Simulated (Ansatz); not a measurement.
**CH₃GaMg (SMILES [CH2]1[Mg][GaH]1): one structure at several levels**

How do the functionals fare away from a minimum? The structure is a structure displaced at random from a GFN2-xTB minimum.

Computed with Ansatz 0.2.0, Gaussian basis. Level: single points in def2-TZVPP.

Cores are frozen in the correlated methods. Filled d shells of the heavier atoms are correlated. The outer core shell of Li, Na, Mg and K is correlated. B3LYP uses VWN-RPA correlation.

## (1) The system as given

6 atoms, charge 0, spin multiplicity 1.

Atoms are counted from 1 here; the program's logs count them from 0.

Bond lengths: C1–Mg2 2.030 Å, C1–Ga3 2.190 Å, C1–H4 1.218 Å, C1–H5 1.097 Å. Angles: Mg2–C1–Ga3 79.0°, Mg2–C1–H4 110.4°, Mg2–C1–H5 111.6°, Ga3–C1–H4 121.4°, Ga3–C1–H5 124.9°, H4–C1–H5 105.5°.

Coordinates:

```xyz
6

C    -0.1759   -0.3442   -0.6393
Mg    1.2619   -1.6664   -0.0862
Ga    0.4305    0.4850    1.2950
H    -1.2436   -0.9134   -0.7800
H     0.0453    0.1086   -1.6137
H    -0.4452    2.2600    1.7278
```

## (2) CCSD(T)/def2-TZVPP

run/in.yaml reads:

```yaml
crystal:
  periodic: [false, false, false]
  atoms:
    - {symbol: C, position_ang: [-0.175900, -0.344200, -0.639300]}
    - {symbol: Mg, position_ang: [1.261900, -1.666400, -0.086200]}
    - {symbol: Ga, position_ang: [0.430500, 0.485000, 1.295000]}
    - {symbol: H, position_ang: [-1.243600, -0.913400, -0.780000]}
    - {symbol: H, position_ang: [0.045300, 0.108600, -1.613700]}
    - {symbol: H, position_ang: [-0.445200, 2.260000, 1.727800]}
basis:
  gaussian: {orbitals: def2-TZVPP}
correlation: {method: ccsd_t}
output: {forces: true}
```

No record of the launch command was kept for these runs.

## (3) PBE0-D4/def2-TZVPP

Edit run/in.yaml of step 2 so:

```diff
@@ -11,3 +11,3 @@
   gaussian: {orbitals: def2-TZVPP}
-correlation: {method: ccsd_t}
-output: {forces: true}
+hamiltonian: {xc: pbe0, dispersion: d4}
+output: {forces: true, orbitals: {seedname: orbitals}}
```

## (4) wB97M-V/def2-TZVPP

Edit run/in.yaml of step 3 so:

```diff
@@ -11,3 +11,3 @@
   gaussian: {orbitals: def2-TZVPP}
-hamiltonian: {xc: pbe0, dispersion: d4}
-output: {forces: true, orbitals: {seedname: orbitals}}
+hamiltonian: {xc: {name: wB97M-V}}
+output: {forces: true}
```

## (5) r2SCAN-D4/def2-TZVPP

Edit run/in.yaml of step 4 so:

```diff
@@ -11,3 +11,3 @@
   gaussian: {orbitals: def2-TZVPP}
-hamiltonian: {xc: {name: wB97M-V}}
+hamiltonian: {xc: r2scan, dispersion: d4}
 output: {forces: true}
```

## (6) PBE-D4/def2-TZVPP

Edit run/in.yaml of step 5 so:

```diff
@@ -11,3 +11,3 @@
   gaussian: {orbitals: def2-TZVPP}
-hamiltonian: {xc: r2scan, dispersion: d4}
+hamiltonian: {xc: pbe, dispersion: d4}
 output: {forces: true}
```

## (7) B3LYP-D4/def2-TZVPP

Edit run/in.yaml of step 6 so:

```diff
@@ -11,3 +11,3 @@
   gaussian: {orbitals: def2-TZVPP}
-hamiltonian: {xc: pbe, dispersion: d4}
+hamiltonian: {xc: {name: B3LYP}, dispersion: d4}
 output: {forces: true}
```

## (8) BLYP-D4/def2-TZVPP

Edit run/in.yaml of step 7 so:

```diff
@@ -11,3 +11,3 @@
   gaussian: {orbitals: def2-TZVPP}
-hamiltonian: {xc: {name: B3LYP}, dispersion: d4}
+hamiltonian: {xc: {name: BLYP}, dispersion: d4}
 output: {forces: true}
```

(Steps that only read results are left out.)

Q: Predict the outcome of this session. Wanted: energy less free atoms, CCSD(T)/def2-TZVPP; RMS force component; RMS force error; HOMO and LUMO, PBE0-D4; T1 diagnostic.

The runs gave:

```
                                  quantity                                                                                            value
energy less free atoms, CCSD(T)/def2-TZVPP                                                                                   -1285.3 kJ/mol
                       RMS force component                                                             1.046 to 1.146 eV/Å over the methods
                           RMS force error  PBE0-D4 0.087, wB97M-V 0.112, r2SCAN-D4 0.095, PBE-D4 0.126, B3LYP-D4 0.081, BLYP-D4 0.154 eV/Å
                    HOMO and LUMO, PBE0-D4                                                                               -5.10 and -2.90 eV
                             T1 diagnostic                                                                                            0.017
```

**Reading.** Against CCSD(T) the functionals' energies less atoms differ by -79.6 to +3.0 kJ/mol, PBE-D4 by -79.6 kJ/mol. A larger basis would deepen the CCSD(T) value, while the functionals are nearly converged already, so the order here is not reliable. On forces the order runs from B3LYP-D4 to BLYP-D4. Frozen-core CCSD(T) forces in triple zeta carry basis errors of their own, and this is one geometry, so small gaps rank nothing. The restricted Hartree–Fock reference is unstable towards an unrestricted one at one or more of these structures.
